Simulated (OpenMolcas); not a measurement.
# Se: CASSCF and CASPT2 terms and fine-structure levels

Aim: the low terms and levels of Se, with their order and spacing, then second-order correlation under several settings.

Method: state-averaged CASSCF and CASPT2, spin-orbit coupling by RASSI with atomic mean-field integrals. Code: OpenMolcas 26.06.

1 further run of the same task is left out (set aside as unsound or not needed).

## Step 1: What is computed

```
Species                           : Se (selenium, Z = 34, 34 electrons)
Basis                             : ANO-RCC-VDZP [5s4p2d], 27 functions
Scalar Hamiltonian                : X2C, point nucleus
Inactive shells                   : 1s 2s 2p 3s 3p 3d
Active space                      : 6 electrons in 4 orbitals (4s 4p)
Some configurations of this space : 4p6, 4s 4p5, 4s2 4p4
Orbitals                          : optimised for the ground-state spin in each parity, averaged over the low roots
```

The outer shells:

4p6
```
4p [↑↓][↑↓][↑↓]
```

4s 4p5
```
4s [↑ ]
4p [↑↓][↑↓][↑ ]
```

4s2 4p4
```
4s [↑↓]
4p [↑↓][↑ ][↑ ]
```

The work runs as a chain of OpenMolcas steps in one folder; each step below is one input file. Labels, J, g values, rates, χT and fits are worked out afterwards by a script from the matrices that RASSI stores.

## Step 2: One- and two-electron integrals

The input, a.inp:

```
&GATEWAY
Coord
1

Se 0.0 0.0 0.0
Basis=ANO-RCC-VDZP
Group=XYZ
NoMove
AngMom=0.0 0.0 0.0
AMFI
RX2C
&SEWARD
```

Run with:

```
OMP_NUM_THREADS=1 MOLCAS_MEM=2252 MOLCAS_PROJECT=a pymolcas a.inp > a.log
```

## Step 3: Reference wave functions, triplets of even parity, 3 roots

The input, a.inp:

```
&RASSCF
FileOrb=start.orb
Symmetry=1
Spin=3
nActEl=6 0 0
Inactive=8 6
Ras2=1 3
CIRoot=3 3 1
SDav=3
CIMx=300
Iter=120 100
PrWF=0.3
OrbListing=Nothing
MaxOrb=0
Atom
>>> COPY $Project.JobIph JOB001
```

start.orb holds the contracted functions of the basis, ordered by shell, or the orbitals of the step before.

## Step 4: Reference wave functions, singlets of even parity, 7 roots

The input, a.inp:

```
&RASSCF
FileOrb=start.orb
Symmetry=1
Spin=1
nActEl=6 0 0
Inactive=8 6
Ras2=1 3
CIRoot=7 7 1
SDav=7
CIMx=300
Iter=120 100
PrWF=0.3
OrbListing=Nothing
MaxOrb=0
Atom
CIOnly
>>> COPY $Project.JobIph JOB002
```

## Step 5: RASSI: spin-orbit coupling between the states

The input, a.inp:

```
&RASSI
NrOfJobIphs=2 3 6
1 2 3
1 2 3 4 5 6
IphNames
JOB001
JOB002
EJob
SpinOrbit
DIPRint=1.0
SOCoupling=1000.0
Subsets=2
MEES
Property=10
'ANGMOM' 1 'ANGMOM' 2 'ANGMOM' 3 'MLTPL  1' 1 'MLTPL  1' 2 'MLTPL  1' 3
'AMFI' 1 'AMFI' 2 'AMFI' 3 'MLTPL  2' 6
SOProperty=3
'ANGMOM' 1 'ANGMOM' 2 'ANGMOM' 3
```

## Step 6: CASPT2: IPEA 0.15, sigma2 regulariser 0.2 (closed shells correlated: 3s 3p 3d)

The input, a.inp:

```
>>> COPY JOB001 $Project.JobIph
&CASPT2
Multistate=3 1 2 3
Frozen=2 3
IPEA=0.15
Sig2=0.2
MaxIter=60
WThr=0.0 0.3 0.05
PrWF=0.5
NoMix
>>> COPY JOB002 $Project.JobIph
&CASPT2
Multistate=6 1 2 3 4 5 6
Frozen=2 3
IPEA=0.15
Sig2=0.2
MaxIter=60
WThr=0.0 0.3 0.05
PrWF=0.5
NoMix
```

## Step 7: CASPT2: IPEA 0.6, imaginary shift 0.15 (closed shells correlated: 3s 3p 3d)

Changes to a.inp since step 6:

```diff
@@ -4,4 +4,4 @@
 Frozen=2 3
-IPEA=0.15
-Sig2=0.2
+IPEA=0.6
+Imaginary=0.15
 MaxIter=60
@@ -14,4 +14,4 @@
 Frozen=2 3
-IPEA=0.15
-Sig2=0.2
+IPEA=0.6
+Imaginary=0.15
 MaxIter=60
```

(Steps that only read results are left out.)

What does the calculation give? Wanted: lowest level; first excited level; lowest level of another term; spin-orbit lowering of the lowest level; strongest of the lines computed, by gA.

As calculated:

| quantity | value |
| --- | --- |
| method | SS-CASPT2, IPEA 0.15, sigma2 regulariser 0.2 (closed shells correlated: 3s 3p 3d) |
| lowest level | 4s2 4p4 3P2, 99 % of that term, g = 1.495 |
| ground level listed by NIST | 3P2 |
| first excited level | 4s2 4p4 3P1 at 1850 cm-1 |
| lowest level of another term | 4s2 4p4 1D2 at 11010 cm-1 |
| spin-orbit lowering of the lowest level | 993 cm-1 |
| strongest of the lines computed, by gA (one parity, so forbidden lines), at CASSCF energies | 4s2 4p4 1S0 → 4s2 4p4 3P1, 498.2 nm, A = 6.68e+00 s⁻¹ |

Cost and accuracy by method:

| method | time of its own steps | time with the reference | mean absolute difference from the measured levels (cm-1) |
| --- | --- | --- | --- |
| A. CASSCF | 5.9 s | 5.9 s | 770 |
| B. SS-CASPT2, IPEA 0.15, sigma2 regulariser 0.2, +3s 3p 3d | 1.1 s | 7 s | 520 |
| C. SS-CASPT2, IPEA 0.6, imaginary shift 0.15, +3s 3p 3d | 1 s | 7 s | 350 |

Times are of one thread on a shared host.

The multiplet 3P is inverted; its intervals divided by the larger J differ by 47 % of their mean, where Landé's rule for pure LS coupling makes them equal. Second-order correlation (method B) scales the levels of the lowest configuration above 5000 cm⁻¹ by 0.93 to 1.04. Method C lies closest to the measured levels (350 cm⁻¹ on average) and A farthest (770). Only the configurations of the active space and the roots asked for are present. The singlets rest on orbitals optimised for another spin in at least one step, which raises them against the optimised states. Not all states of the active space went into the spin-orbit step. CASPT2 does not keep the components of a term degenerate, and the means are used. No d shell is active. Levels of other configurations are missing from the list.
